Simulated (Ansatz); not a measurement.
# HSe: the cost of one run

Computed with Ansatz 0.2.0, driven from Python. The levels of theory stand in the script.

**1. The system**

Bond lengths: H1–Se2 1.535 Å.

No structure file is read: the coordinates are typed or built in the script.

**2. The script**

The input, x2c_hse.py:

```python
# -*- coding: utf-8 -*-
"""Scalar relativity in HSe(-)."""

import ansatz as az
from ase import Atoms
import numpy as np


def main():
    atoms = Atoms(["H", "Se"], positions=[
        (0.0, 0.0, 0.0),
        (0.0, 0.0, 1.535),
    ])
    geometry = az.Crystal.molecule_from_ase(atoms)

    job = (
        geometry.calculation()
        .functional("pbe0")
        .charge(-1)
        .accuracy("high")  # preset for grids and thresholds
        .scf(lower_state_search="off")
        .forces()  # eV per angstrom
    )
    # a set contracted for a scalar-relativistic Hamiltonian goes with the relativistic run
    sets = {"none": "cc-pVTZ", "scalar": "cc-pVTZ-DK"}
    found = {kind: job.basis(gaussian=basis).pseudopotentials(relativity=kind).run(threads=1).report for kind, basis in sets.items()}
    for kind, each in found.items():
        dipole = 4.803205 * np.linalg.norm(each["charge_distribution"]["dipole_moment_e_ang"])
        print(f"{kind:7s} E = {each['free_energy_ev']:.4f} eV  dipole {dipole:.3f} D  largest force component {np.abs(each['forces_ev_ang']).max():.4f} eV/A")
    print(f"relativity lowers the total energy by {found['none']['free_energy_ev'] - found['scalar']['free_energy_ev']:.3f} eV")


if __name__ == "__main__":
    main()
```

**3. The run**

On the command line:

```console
$ python x2c_hse.py
```

**Question.** How long does this script take on 1 thread of Arm Neoverse V2, shared host, and how much memory does it need?

About 3.6 s, with a peak of 0.18 GiB.
